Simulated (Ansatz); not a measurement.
**Se on Ni (Nickel) (100)**

The task, for Ni (Nickel): find where and how strongly Se adsorbs.

Program: Ansatz 0.2.0. Level of theory: DFT PBE, scalar-relativistic, plane waves, PAW. These are calculated values, not measurements.

2 further runs of the same task are left out: 2 set aside as unsound or not needed.

**1. The structure to begin with**

It takes space group P4mm (No. 99, tetragonal). The conventional cell has a = 2.488 Å, b = 2.488 Å, c = 24.037 Å, α = 90.00°, β = 90.00°, γ = 90.00°. Ni (site symmetry 4mm) has 8 Ni at 2.49 Å in its first shell of neighbours. Around Ni (site symmetry 4mm) lie 12 Ni at 2.49 Å. Ni (site symmetry 4mm) is surrounded by 12 Ni at 2.49 to 2.50 Å. Around Ni (site symmetry 4mm) lie 12 Ni at 2.44 to 2.50 Å. Ni (site symmetry 4mm) has 8 Ni at 2.44 to 2.49 Å in its first shell of neighbours.

Structure file:

```
Ni
1.0
     3.51848    0.00000    0.00000
     0.00000    3.51848    0.00000
     0.00000    0.00000   24.03695
Ni
10
Direct
  0.00000 0.50000 0.35362
  0.50000 0.00000 0.35362
  0.50000 0.50000 0.42681
  0.00000 0.00000 0.42681
  0.00000 0.50000 0.50035
  0.50000 0.00000 0.50035
  0.50000 0.50000 0.57422
  0.00000 0.00000 0.57422
  0.00000 0.50000 0.64457
  0.50000 0.00000 0.64457
```

Planes are indexed in the bulk's conventional cell (Fm-3m (No. 225)), a = 3.518 Å, b = 3.518 Å, c = 3.518 Å, α = 90.00°, β = 90.00°, γ = 90.00°.

It is a (100) slab, 7.0 Å thick as cut, with 17 Å of vacuum; its outer planes are Ni (top) and Ni (bottom). An earlier relaxation, lower half held, gave -58393.7231 eV, work function 4.90 eV.

**2. Start: Se, top (Ni)**

File input.yaml:

```yaml
crystal:
  lattice:
    - [3.5184756067, 0.0, 0.0]
    - [0.0, 3.5184756067, 0.0]
    - [0.0, 0.0, 26.0369512134]
  atoms:
    - { symbol: Ni, position: [0.0, 0.5, 0.326459113], spin: 0.85 }
    - { symbol: Ni, position: [0.5, 0.0, 0.326459113], spin: 0.85 }
    - { symbol: Ni, position: [0.5, 0.5, 0.3940260793], spin: 0.75 }
    - { symbol: Ni, position: [0.0, 0.0, 0.3940260793], spin: 0.75 }
    - { symbol: Ni, position: [0.0, 0.5, 0.461917106], spin: 0.74 }
    - { symbol: Ni, position: [0.5, 0.0, 0.461917106], spin: 0.74 }
    - { symbol: Ni, position: [0.5, 0.5, 0.5301161821], spin: 0.75 }
    - { symbol: Ni, position: [0.0, 0.0, 0.5301161821], spin: 0.75 }
    - { symbol: Ni, position: [0.0, 0.5, 0.5950595956], spin: 0.84 }
    - { symbol: Ni, position: [0.5, 0.0, 0.5950595956], spin: 0.84 }
    - { symbol: Se, position: [0.5, 0.0, 0.6887725645], spin: 2.0 }
basis:
  ecutwfc: 420
kpoints:
  mp_grid: { grid: [8, 8, 1] }
hamiltonian:
  xc: pbe
scf:
  occupations: { method: gaussian, width: 0.1 }
output:
  forces: true
  eigenvalues: true
  populations: true
  write_density: true
  write_potential: true
  elf: true
  volumetric_format: npy
magnetization:
  spin_polarized: true
relax:
  adjacent_minimum: "off"
  f_tol: 0.03
  max_steps: 70
  constraints: [{ sites: [0, 1, 2, 3] }]
efield:
  axis: 3
  dipole_correction: true
```

Command:

```
> ansatz run input.yaml --threads 4 --pin off --max-ram 10240MiB --backend cpu --events-out ev --progress --plain --runs-dir out
```

Further runs follow: start: Se, bridge (Ni-Ni); Se at the hollow over Ni site.

**Question.** What will these runs give? Wanted: Se: lowest end.

**Answer**, as computed:

| quantity | value |
| --- | --- |
| Se: lowest end | E_ads -4.82 eV, from the hollow over Ni start, 4 bonded, 1.52 Å high |

What this shows: Se binds with 4.82 eV at best, a strong chemical bond when counted from the free atom, not from the element's molecule or solid; the ends span 1.44 eV. It lowers the work function by 0.29 eV, as a dipole layer with its positive end outwards does. A start on a symmetric site keeps its symmetry, so an end may be a saddle point and not a minimum.
